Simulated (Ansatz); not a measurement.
# C3H7AlF2S: the cost of one run

Program: Ansatz 0.2.0. Level of theory: RKS B3LYP-D4/6-31G. These are calculated values, not measurements.

### Step 1. The starting structure

Bond lengths: C1–C2 1.520 Å, C2–F3 1.365 Å, C2–Al4 1.989 Å, Al4–C5 2.036 Å, C5–F6 1.405 Å, C5–S7 1.826 Å, C1–H8 1.129 Å, C1–H9 1.058 Å, C1–H10 1.104 Å, C2–H11 1.130 Å, Al4–H12 1.556 Å, C5–H13 1.149 Å, S7–H14 1.370 Å. Angles (14 of 22 angles, heavy atoms first): C1–C2–F3 107.1°, C1–C2–Al4 116.2°, F3–C2–Al4 106.4°, C2–Al4–C5 119.6°, Al4–C5–F6 108.3°, Al4–C5–S7 110.6°, F6–C5–S7 108.2°, C1–C2–H11 108.5°, F3–C2–H11 110.7°, Al4–C2–H11 107.8°, C2–C1–H8 106.2°, C2–C1–H9 112.2°, C2–C1–H10 109.7°, C2–Al4–H12 122.0°.

As a file:

```xyz
14

C     0.0872   -2.0182    0.0432
C     1.0869   -0.8762   -0.0339
F     2.1551   -1.3248   -0.7559
Al    0.4574    0.7831   -0.9328
C    -1.0780    1.8456   -0.1212
F    -0.6423    3.1660    0.0812
S    -1.5547    1.1491    1.4976
H    -0.8021   -1.6197    0.6123
H     0.4726   -2.8530    0.5674
H    -0.2878   -2.2530   -0.9683
H     1.4018   -0.6028    1.0159
H     1.0542    1.2659   -2.2863
H    -1.9998    1.8834   -0.8063
H    -0.3636    1.4254    2.1159
```

### Step 2. Relaxing end A

Contents of input.yaml:

```yaml
crystal:
  periodic: [false, false, false]
  atoms:
    - { symbol: C, position_ang: [0.0872, -2.0182, 0.0432] }
    - { symbol: C, position_ang: [1.0869, -0.8762, -0.0339] }
    - { symbol: F, position_ang: [2.1551, -1.3248, -0.7559] }
    - { symbol: Al, position_ang: [0.4574, 0.7831, -0.9328] }
    - { symbol: C, position_ang: [-1.078, 1.8456, -0.1212] }
    - { symbol: F, position_ang: [-0.6423, 3.166, 0.0812] }
    - { symbol: S, position_ang: [-1.5547, 1.1491, 1.4976] }
    - { symbol: H, position_ang: [-0.8021, -1.6197, 0.6123] }
    - { symbol: H, position_ang: [0.4726, -2.853, 0.5674] }
    - { symbol: H, position_ang: [-0.2878, -2.253, -0.9683] }
    - { symbol: H, position_ang: [1.4018, -0.6028, 1.0159] }
    - { symbol: H, position_ang: [1.0542, 1.2659, -2.2863] }
    - { symbol: H, position_ang: [-1.9998, 1.8834, -0.8063] }
    - { symbol: H, position_ang: [-0.3636, 1.4254, 2.1159] }
basis:
  gaussian: { orbitals: "6-31G" }
hamiltonian:
  xc: b3lyp
  dispersion: d4
relax:
  f_tol: 0.015
  max_steps: 40
```

On the command line:

```console
ansatz run input.yaml --threads 1 --pin off --max-ram 2048MiB --backend cpu --events-out ev --progress --plain --runs-dir out
```

**Question.** How long does this run take on 1 thread of Intel Xeon 6975P-C (Granite Rapids), shared host, and how much memory does it need?

About 1.8 min, with a peak of 0.24 GiB.
